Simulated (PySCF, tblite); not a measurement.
# C7H16OSi: geometry, infrared bands and NMR shifts

Aim: predict the infrared bands and NMR shifts of C7H16OSi (`CCO[C@@]1([SiH3])C[C@@H]1CC`).

Computed with tblite 0.8.0 and PySCF 2.14.0, with density-fitted response routines of our own, on a single molecule in the gas phase. Atoms count from 0, in the outputs and in this text.

## (1) The starting structure

25 atoms, charge 0, multiplicity 1; geometry from: force field or distance geometry start.

Bonds of the start (Å): C0–C1 1.53, C1–O2 1.44, O2–C3 1.46, C3–Si4 1.89, C3–C5 1.53, C5–C6 1.50, C6–C7 1.49, C7–C8 1.51, C6–C3 1.52, C0–H9 1.08, C0–H10 1.09, C0–H11 1.10, C1–H12 1.08, C1–H13 1.09, Si4–H14 1.48, Si4–H15 1.49, Si4–H16 1.49, C5–H17 1.09, C5–H18 1.09, C6–H19 1.10, C7–H20 1.10, C7–H21 1.10, C8–H22 1.09, C8–H23 1.09, C8–H24 1.10.

## (2) Optimising the geometry with GFN2-xTB

The job: settings as JSON, then the geometry in Å.

```
{"job": {"kind": "relax", "xc": "GFN2-xTB", "basis": "xTB"}, "charge": 0, "multiplicity": 1}
C      2.993400     1.560100     0.992700
C      1.660700     1.162200     0.357000
O      1.610700    -0.273000     0.345600
C      0.373700    -0.798400    -0.230600
Si     0.335700    -1.005300    -2.112100
C     -0.177100    -1.998900     0.542100
C     -0.866300    -0.664800     0.635500
C     -2.258000    -0.507300     0.122600
C     -2.582000     0.940300    -0.180700
H      3.820600     1.155200     0.425200
H      3.076300     2.649900     1.032800
H      3.064300     1.159300     2.011100
H      1.597600     1.554700    -0.641800
H      0.840400     1.558700     0.955000
H      1.532400    -1.729200    -2.598900
H     -0.874700    -1.753400    -2.539100
H      0.306700     0.340300    -2.759000
H     -0.679100    -2.809900     0.024400
H      0.388900    -2.335800     1.415300
H     -0.754800    -0.147200     1.594800
H     -2.445600    -1.113800    -0.769800
H     -2.961800    -0.874700     0.883700
H     -1.914500     1.356000    -0.937300
H     -2.482100     1.555200     0.714100
H     -3.616300     1.044200    -0.533800
```

Started as:

```
$ OMP_NUM_THREADS=1 python probes_run.py task.json out
```

One launch serves the whole session: the jobs run in the order shown.

**Question.** This job is followed by: GFN2-xTB harmonic vibrations, gas phase; GIAO PBE0/pcSseg-1 NMR shielding, non-relativistic, gas phase. What will the session give for the following? strongest single infrared mode (GFN2-xTB); zero-point energy (GFN2-xTB); 13C shifts against TMS (PBE0/pcSseg-1); 1H shifts against TMS (PBE0/pcSseg-1, means over atoms taken as alike); 17O shifts against H2O (PBE0/pcSseg-1); 29Si shifts against TMS (PBE0/pcSseg-1).

**Answer**, as computed:

```
                                                              quantity                                                           value
                             strongest single infrared mode (GFN2-xTB)                                           2221 cm⁻¹, 320 km/mol
                                          zero-point energy (GFN2-xTB)                                                  131.3 kcal/mol
                                13C shifts against TMS (PBE0/pcSseg-1)                    68.9, 57.0, 29.7, 27.8, 23.8, 18.2, 17.4 ppm
1H shifts against TMS (PBE0/pcSseg-1, means over atoms taken as alike)  4.12, 3.53, 3.37, 1.93, 1.20, 1.20, 1.18, 0.91, 0.39, 0.35 ppm
                                17O shifts against H2O (PBE0/pcSseg-1)                                                        80.5 ppm
                               29Si shifts against TMS (PBE0/pcSseg-1)                                                       -66.3 ppm
```

In words: Relaxing lowered the energy by 0.190 eV in 146 steps; the close pair that moved most is O2–C3, from 1.462 to 1.412 Å. All 69 modes are real, so the xTB geometry is a minimum. The strongest single mode, at 2221 cm⁻¹, moves mainly H16. GFN2-xTB is a fitted tight-binding method: band positions and strengths are rough. Its intensities can rank the bands wrongly. C1 (sp3 CH2 bonded to O) lies farthest downfield among carbon, at 68.9 ppm; pulled downfield by the heteroatom.
